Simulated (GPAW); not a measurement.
Wanted: an ASE script for a GPAW 26.7.0 run.

```yaml
Task: equation of state
Functional: LDA
Potentials_or_basis: the program's PAW data sets (release 1.2.1) made for this functional
Cutoff: 600 eV
Basis: pw
k_mesh: 6 × 6 × 6
Occupations: fermi-dirac, width 0.05 eV
Spin: no spin polarisation
Maxiter: 150
Eos_scales: "[0.94, 0.96, 0.98, 1.0, 1.02, 1.04, 1.06]"
```

The system is BiTe.

```
CELL_PARAMETERS angstrom
2.42271 1.39875 3.31729
-2.42271 1.39875 3.31729
0.00000 -2.79750 3.31729
ATOMIC_POSITIONS crystal
Bi 0.50000 0.50000 0.50000
Te 0.00000 0.00000 0.00000
```

The cell comes from a database or a generator and needn't be the stable form of this composition.

The input as run:

run.py

```python
from ase import Atoms
from ase.eos import EquationOfState
from ase.io import Trajectory
from ase.units import GPa
from gpaw import GPAW, PW

atoms = Atoms(['Bi', 'Te'],
              cell=[[2.4227077728, 1.3987509848, 3.3172919545],
                    [-2.4227077728, 1.3987509848, 3.3172919545],
                    [0.0, -2.7975019696, 3.3172919545]],
              scaled_positions=[[0.5, 0.5, 0.5],
                                [0.0, 0.0, 0.0]],
              pbc=True)

traj = Trajectory('eos.traj', 'w')
volumes, energies = [], []
for x in [0.94, 0.96, 0.98, 1.0, 1.02, 1.04, 1.06]:
    a = atoms.copy()
    a.set_cell(atoms.cell * x**(1 / 3), scale_atoms=True)
    calc = GPAW(mode=PW(600),
                xc='LDA',
                kpts={'size': (6, 6, 6), 'gamma': True},
                occupations={'name': 'fermi-dirac', 'width': 0.05},
                nbands=20,
                convergence={'density': 1e-05, 'energy': 1e-05},
                maxiter=150,
                txt=f'eos-{x:.2f}.txt')
    a.calc = calc
    energies.append(a.get_potential_energy(force_consistent=True))
    volumes.append(a.get_volume())
    p = -a.get_stress()[:3].mean() / GPa
    calc.write(f'eos-{x:.2f}.gpw')
    traj.write(a)
    print(f'{x:.2f} {volumes[-1]:10.4f} A^3 {energies[-1]:14.6f} eV {p:9.3f} GPa', flush=True)

v0, e0, B = EquationOfState(volumes, energies, eos='birchmurnaghan').fit()
print(f'V0 = {v0:.4f} A^3, E0 = {e0:.6f} eV, B0 = {B / GPa:.2f} GPa')
```

Potentials or basis: the program's PAW data sets (release 1.2.1) made for this functional, pw.

The run is started by

```console
$ OMP_NUM_THREADS=1 python run.py
```

Results of the run:

The equilibrium volume is 31.22 Å³/atom (rough: see the caveat) and the bulk modulus at fixed shape and positions is 59 GPa (rough).

Caveat: the minimum lies outside the volumes run; the cell was scaled at fixed shape and fractional positions, which overstates the stiffness of a crystal with free parameters, most of all of layers and chains.

It took 2.1 min on 1 thread of Arm Neoverse V2 (shared host), peak memory 0.31 GiB.
